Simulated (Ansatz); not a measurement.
**Be2Sn: a single-point run**

Aim: a sound single-point run of Be2Sn. The structure is shown as the input types it. The cell is built on a prototype (antifluorite) and needn't be the phase found in nature.

Program: Ansatz 0.2.0. Level of theory: density functional or hybrid calculation with the settings of its input, plane waves (as first typed). These are calculated values, not measurements.

2 further runs of the same task are left out: 2 that didn't finish.

### Step 1. Starting point

Symmetry: Fm-3m, No. 225, cubic system. Conventional cell: a = 5.803 Å, b = 5.803 Å, c = 5.803 Å, α = 90.00°, β = 90.00°, γ = 90.00°. Sn (site symmetry m-3m) has 8 Be at 2.51 Å as nearest neighbours. Be (site symmetry -43m) has 4 Sn at 2.51 Å as nearest neighbours.

Coordinates:

```cif
data_structure
_symmetry_space_group_name_H-M 'Fm-3m'
_symmetry_Int_Tables_number 225
_cell_length_a 5.8031
_cell_length_b 5.8031
_cell_length_c 5.8031
_cell_angle_alpha 90.000
_cell_angle_beta 90.000
_cell_angle_gamma 90.000
_cell_volume 195.43
loop_
_atom_site_label
_atom_site_type_symbol
_atom_site_symmetry_multiplicity
_atom_site_Wyckoff_symbol
_atom_site_fract_x
_atom_site_fract_y
_atom_site_fract_z
_atom_site_occupancy
Sn1 Sn 4 a 0.00000 0.00000 0.00000 1
Be1 Be 8 c 0.25000 0.75000 0.75000 1
```

### Step 2. Input and run

Input file input.yaml:

```yaml
crystal:
  lattice:
    - [0.0, 2.9015655568, 2.9015655568]
    - [2.9015655568, 0.0, 2.9015655568]
    - [2.9015655568, 2.9015655568, 0.0]
  atoms:
    - { symbol: Sn, position: [0.0, 0.0, 0.0] }
    - { symbol: Be, position: [0.25, 0.25, 0.25] }
    - { symbol: Be, position: [0.75, 0.75, 0.75] }
kpoints:
  mp_grid: { grid: [6, 6, 6] }
hamiltonian:
  xc: pbe
scf:
  occupations: { method: fermi_dirac, width: 0.02 }
  n_extra_bands: 4
  max_iter: 74
output:
  forces: true
  stress: true
  eigenvalues: true
basis:
  ecutrho_ratio: 1
```

Command:

```bash
$ ansatz run input.yaml --threads 4 --pin off --max-ram 3686MiB --backend cpu --events-out ev --progress --plain --runs-dir out
```

Q: Will this input give a usable result? If not, why, and what should change?

The program finished normally, with warnings (cutoff below recommended). Its log warns: «basis.ecutrho_ratio = 1 (ecutrho = 420 eV) is below the records' recommended 1680 eV»

In the input, basis.ecutrho_ratio is 1. The density grid can't hold the products of the orbitals.

To check: delete basis.ecutrho_ratio (the default then holds).
